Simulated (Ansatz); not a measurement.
**CoC+ (quintet): wave-function methods side by side, def2-QZVPP**

An exercise on one series of results from a longer session: the logs are not shown, and one member is left open.

Program: Ansatz 0.2.0, Gaussian basis. Level of theory: def2-QZVPP, core rule «outside noble gas», up to 10 orbitals frozen. These are calculated values, not measurements.

The runs, in order: UHF; ROHF; CCSD(T) on UHF.

2 further runs of the same task are left out: 2 set aside as unsound or not needed.

## What is computed

The geometry is a PBE0/def2-TZVP stationary point (not a proven minimum) of the parent state, kept for this charge and spin.

2 atoms, charge 1, spin multiplicity 5.

Atoms are counted from 1 here; the program's logs count them from 0.

Bond lengths: Co1–C2 1.616 Å.

Geometry (Å):

```xyz
2

Co    0.0000    0.0000    0.0000
C     0.0000    0.0000    1.6164
```

The first run:

Input file in.yaml:

```yaml
crystal:
  periodic: [false, false, false]
  atoms:
    - {symbol: Co, position_ang: [0.000000, 0.000000, 0.000000]}
    - {symbol: C, position_ang: [0.000000, 0.000000, 1.616400]}
basis:
  gaussian: {orbitals: "def2-QZVPP.json"}
total_charge: 1
magnetization: {spin_polarized: true, initial_magnetization: 4}
hamiltonian: {xc: hf}
output: {orbitals: {seedname: orbitals}}
```

Started as:

```sh
> ansatz run in.yaml --threads 1 --pin off --events-out ev --progress --plain --max-ram 4096MiB --backend cpu
```

Steps of the session up to this table: UHF; ROHF; CCSD(T) on UHF.

One of the session's tables, all rows but one given; the rest of the session is left out.

It belongs to the step «Misses and costs». 

```
  method  from UCCSD(T) (kJ/mol)
    ROHF                       ?
     UHF                 +1119.9
    UMP2                  +187.7
   UCCSD                   +63.7
UCCSD(T)                       0
```

Q: Estimate the row for ROHF from the others.

**Answer.** from UCCSD(T) (kJ/mol): +1210.3. In the column «from UCCSD(T) (kJ/mol)» it is the highest.

The program flags UCCSD(T) as in doubt (see the logs), so the zero of the table is itself unsure.

Limits of these values: The determinant is far from a pure spin state, so its energy mixes those of several spin states (harmless only where they are near-degenerate, as at dissociation). The program flags UCCSD(T) as in doubt, so the zero of the table is itself unsure.
